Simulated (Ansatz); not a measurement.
# SbAs: the cost of one run

Computed with Ansatz 0.2.0 (DFT r2SCAN+D3(BJ), scalar-relativistic, plane waves, PAW, unless a step's input says otherwise).

## 1. The system as given

The structure is trigonal, space group R3m (No. 160). The conventional cell has a = 4.065 Å, b = 4.065 Å, c = 11.150 Å, α = 90.00°, β = 90.00°, γ = 120.00°. Around Sb (site symmetry 3m) lie 3 As at 2.73 Å. Around As (site symmetry 3m) lie 3 Sb at 2.73 Å.

Coordinates:

```xyz
2
Lattice="2.0327 1.1736 3.7166 -2.0327 1.1736 3.7166 0.0000 -2.3472 3.7166" Properties=species:S:1:pos:R:3 pbc="T T T"
Sb    0.0000    0.0000    2.5544
As    0.0000    0.0000    8.5954
```

Source of the structure: the Materials Project (structure only).

(A quick probe on a coarse mesh, which set the mesh and smearing, is not shown.)

## 3. Relaxing cell and atoms

The input, input.yaml:

```yaml
crystal:
  lattice:
    - [2.0327141219, 1.1735880455, 3.7165943]
    - [-2.0327141219, 1.1735880455, 3.7165943]
    - [0.0, -2.3471760909, 3.7165943]
  atoms:
    - { symbol: Sb, position: [0.22909841, 0.22909841, 0.22909841] }
    - { symbol: As, position: [0.77089959, 0.77089959, 0.77089959] }
basis:
  ecutwfc: 500
kpoints:
  mp_grid: { grid: [12, 12, 12] }
hamiltonian:
  xc: r2scan
  dispersion: d3bj
scf:
  occupations: { method: gaussian, width: 0.1 }
output:
  forces: true
  stress: true
  eigenvalues: true
  write_density: true
  write_potential: true
  elf: true
  volumetric_format: npy
relax:
  adjacent_minimum: "off"
  f_tol: 0.005
  max_steps: 80
  cell: { stress_tol: 0.05 }
```

Started as:

```
$ ansatz run input.yaml --threads 2 --pin off --max-ram 5120MiB --backend cpu --events-out ev --progress --plain --runs-dir out
```

**Question.** How long does this run take on 2 threads of Intel Xeon at 2.50GHz (Skylake/Cascade Lake), shared host, and how much memory does it need?

About 6.1 min, with a peak of 0.82 GiB.
